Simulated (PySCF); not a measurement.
**[IrS3]-: triplet, from a trigonal pyramidal start**

Aim: relax [IrS3]- as a triplet from a trigonal pyramidal start, check by its vibrations whether the end is a minimum, and collect its spectrum and constants.

Program: PySCF 2.14.0. Level of theory: PBE0, basis Ir def2-SVPD with ECP60, S def2-SVPD, scalar-relativistic core potentials, no spin–orbit coupling, density fitting. These are calculated values, not measurements.

**1. The system as given**

4 atoms, charge -1, spin multiplicity 3.

Bond lengths: Ir1–S2 2.090 Å, Ir1–S3 2.090 Å, Ir1–S4 2.090 Å. Angles: S2–Ir1–S3 99.8°, S2–Ir1–S4 99.8°, S3–Ir1–S4 99.8°.

```xyz
4
charge -1 multiplicity 3
Ir    0.0000    0.0000   -0.3258
S     1.8454    0.0000    0.6554
S    -0.9227    1.5981    0.6554
S    -0.9227   -1.5981    0.6554
```

**2. Relaxing the triplet from the trigonal pyramidal start**

The steps below are one call of a driver around PySCF. For each, scf.py gives the equivalent set-up of the SCF; relaxations use the driver's own optimiser. Before each start the driver seeks the lowest SCF state from one or more starting densities and follows internal instabilities, so scf.py alone need not reach the same state.

The program finds C3v symmetry in the start, which this walk keeps. The walk stops when the largest gradient is under 0.0003 Eh/bohr and the energy has settled too.

scf.py

```python
from pyscf import gto, scf, dft
mol = gto.M(atom='''
Ir     0.000000    -0.000000    -0.325787
S      1.845363     0.000032     0.655413
S     -0.922709     1.598116     0.655413
S     -0.922654    -1.598147     0.655413''',
    basis={'Ir': 'def2-SVPD', 'S': 'def2-SVPD'},
    ecp={'Ir': 'def2-SVPD'},
    charge=-1, spin=2)
mf = dft.UKS(mol, xc='PBE0')
mf.grids.atom_grid = (50, 194)
aux = {'Ir': 'def2-universal-JKFIT', 'S': 'def2-universal-JKFIT'}
mf = mf.density_fit(auxbasis=aux)
mf.kernel()
```

After this run come: Vibrations and properties at this point.

Q: Predict the outcome of this session. Wanted: minimum; geometry; wavenumbers; dipole moment; highest occupied, lowest empty level; polar-tensor charge of Ir1; zero-point energy; ⟨S²⟩.

**Answer**, as computed:

| quantity | value |
| --- | --- |
| minimum | triplet, D3h |
| geometry | Ir–S 2.127 Å (×3); S–Ir–S 120.0° (×3) |
| wavenumbers (cm⁻¹) | 109 (a2''), 150 (e'), 487 (e'), 491 (a1') |
| dipole moment (centre of mass) | 0.00 D |
| highest occupied, lowest empty level (either spin) | -2.05, 0.92 eV |
| polar-tensor charge of Ir1 | +0.48 e |
| zero-point energy | 11.2 kJ/mol |
| entropy at 298.15 K | 337.0 J/(mol K) |
| ⟨S²⟩ | 2.015 |

What this shows: From C3v at the start the molecule goes to a D3h minimum. In the infrared the band at 487 cm⁻¹ (e', stretch) leads. Only this shape and spin were tried, so other structures or states may lie lower. One determinant may miss the lowest occupation of an open d or f shell. With an element this heavy the missing spin–orbit coupling can shift these numbers.
